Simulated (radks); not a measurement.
# The first electron to leave Ni³⁺

Ni³⁺ stands in [Ar] 3d7. From which sub-shell is an electron easiest to take? Each removal is a run of its own. The parent's configuration is the lowest that an earlier search found at this level.

The numbers are computed with radks (a radial shooting solver on a logarithmic mesh, Libxc functionals) version 1 (scalar-relativistic Kohn-Sham, BLYP, spin-polarised, spherical densities, finite nucleus; open shells are filled with parallel spins first), except any that are marked as measured or tabulated.

5 further runs of the same task are left out: 5 set aside as unsound or not needed.

**1. The atom as given**

| Quantity | Value |
| --- | --- |
| element | nickel (Z = 28) |
| charge | +3 |
| electrons | 25 |
| configuration | [Ar] 3d7 |
| nuclear rms radius | 3.7757 fm |

Outer shells as boxes (Hund's rule):

Ni³⁺
```
[Ar] core
3d [↑↓][↑↓][↑ ][↑ ][↑ ]
```

**2. The parent, Ni³⁺**

From an earlier run at this level the parent has E = -1518.608835 hartree and these outer levels (eV):

| level | occupation | energy (eV) |
| --- | --- | --- |
| 2p up | 3 | -885.85 |
| 2p down | 3 | -884.49 |
| 3s up | 1 | -151.89 |
| 3s down | 1 | -148.21 |
| 3p up | 3 | -112.07 |
| 3p down | 3 | -108.48 |
| 3d up | 5 | -48.460 |
| 3d down | 2 | -45.095 |

**3. Remove 3d: [Ar] 3d6**

The run's settings:

```text
Z 28
configuration [Ar] 3d6
relativity scalar-relativistic
functional b88,lyp
spin polarised
nucleus finite rms 3.7757 fm
c 137.035999084
```

**4. Remove 3p: [Ne] 3s2 3p5 3d7**

Changes since step 3:

```diff
@@ -1,3 +1,3 @@
 Z 28
-configuration [Ar] 3d6
+configuration [Ne] 3s2 3p5 3d7
 relativity scalar-relativistic
```

**5. Remove 3s: [Ne] 3s1 3p6 3d7**

The run's settings:

```text
Z 28
configuration [Ne] 3s1 3p6 3d7
relativity scalar-relativistic
functional b88,lyp
spin polarised
nucleus finite rms 3.7757 fm
c 137.035999084
```

**6. Remove 2p: [He] 2s2 2p5 3s2 3p6 3d7**

The run's settings:

```text
Z 28
configuration [He] 2s2 2p5 3s2 3p6 3d7
relativity scalar-relativistic
functional b88,lyp
spin polarised
nucleus finite rms 3.7757 fm
c 137.035999084
```

**7. Ion rearranged (move 3d to 4s after a removal): [Ar] 3d5 4s1**

The run's settings:

```text
Z 28
configuration [Ar] 3d5 4s1
relativity scalar-relativistic
functional b88,lyp
spin polarised
nucleus finite rms 3.7757 fm
c 137.035999084
```

**8. Ion rearranged (move 3d to 4p after a removal): [Ar] 3d5 4p1**

Changes since step 7:

```diff
@@ -1,3 +1,3 @@
 Z 28
-configuration [Ar] 3d5 4s1
+configuration [Ar] 3d5 4p1
 relativity scalar-relativistic
```

**Question.** What will these runs give? Wanted: for each run, case; final configuration; Δ-SCF; −ε of the level emptied.

As calculated:

| case | final configuration | Δ-SCF (eV) | −ε of the level emptied (eV) |
| --- | --- | --- | --- |
| remove 3d | [Ar] 3d6 | 55.073 | 45.095 |
| ion rearranged (move 3d to 4s after a removal) | [Ar] 3d5 4s1 | 74.965 | - |
| ion rearranged (move 3d to 4p after a removal) | [Ar] 3d5 4p1 | 84.831 | - |
| remove 3p | [Ne] 3s2 3p5 3d7 | 119.26 | 108.48 |
| remove 3s | [Ne] 3s1 3p6 3d7 | 159.21 | 148.21 |
| remove 2p | [He] 2s2 2p5 3s2 3p6 3d7 | 915.99 | 884.49 |

The 3d electron leaves first, at 55.073 eV; the next cheapest, 3p, costs 119.26 eV. 3d is also the highest occupied level of the parent. NIST lists 54.9 eV (semi-empirical), between the same two configurations. Open shells are spherical and high-spin; term and fine-structure splittings are not resolved.
